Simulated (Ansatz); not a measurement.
# Ca2GeF6: the cost of one run

Method: DFT PBE, scalar-relativistic, plane waves, PAW, in Ansatz 0.2.0.

## Step 1: The starting structure

Symmetry: Fm-3m, No. 225, cubic system. Conventional cell: a = 8.024 Å, b = 8.024 Å, c = 8.024 Å, α = 90.00°, β = 90.00°, γ = 90.00°. Around Ca (site symmetry -43m) lie 12 F at 2.84 Å. Ge (site symmetry m-3m) has 6 F at 1.90 Å as nearest neighbours. Around F (site symmetry 4mm) lie 1 Ge at 1.90 Å.

Structure file:

```xyz
9
Lattice="0.0000 4.0122 4.0122 4.0122 0.0000 4.0122 4.0122 4.0122 0.0000" Properties=species:S:1:pos:R:3 pbc="T T T"
Ca    2.0061    2.0061    2.0061
Ca    6.0183    6.0183    6.0183
Ge    0.0000    0.0000    0.0000
F     1.9000    4.0122    4.0122
F     4.0122    1.9000    4.0122
F     6.1244    4.0122    4.0122
F     4.0122    6.1244    4.0122
F     4.0122    4.0122    1.9000
F     4.0122    4.0122    6.1244
```

Recipe of the guess: species swapped into a database cell of Cs2WBr6 (Fm-3m, No. 225), with Ca on the Cs sites, Ge on the W sites and F on the Br sites. Lengths come from tabulated atomic sizes and are only a guess.

## Step 2: A first look at the guess

input.yaml

```yaml
crystal:
  lattice:
    - [0.0, 4.01221096, 4.01221096]
    - [4.01221096, 0.0, 4.01221096]
    - [4.01221096, 4.01221096, 0.0]
  atoms:
    - { symbol: Ca, position: [0.25, 0.25, 0.25] }
    - { symbol: Ca, position: [0.75, 0.75, 0.75] }
    - { symbol: Ge, position: [0.0, 0.0, 0.0] }
    - { symbol: F, position: [0.76322, 0.23678, 0.23678] }
    - { symbol: F, position: [0.23678, 0.76322, 0.23678] }
    - { symbol: F, position: [0.23678, 0.76322, 0.76322] }
    - { symbol: F, position: [0.76322, 0.23678, 0.76322] }
    - { symbol: F, position: [0.23678, 0.23678, 0.76322] }
    - { symbol: F, position: [0.76322, 0.76322, 0.23678] }
basis:
  ecutwfc: 420
kpoints:
  mp_grid: { grid: [4, 4, 4] }
hamiltonian:
  xc: pbe
scf:
  occupations: { method: gaussian, width: 0.1 }
  lower_state_search: "off"
output:
  forces: true
  stress: true
  eigenvalues: true
```

Started as:

```bash
> ansatz run input.yaml --threads 1 --pin off --max-ram 2048MiB --backend cpu --events-out ev --progress --plain --runs-dir out
```

What time and memory should one allow on 1 thread of Arm Neoverse V1, shared host?

About 3.9 s, with a peak of 0.38 GiB.
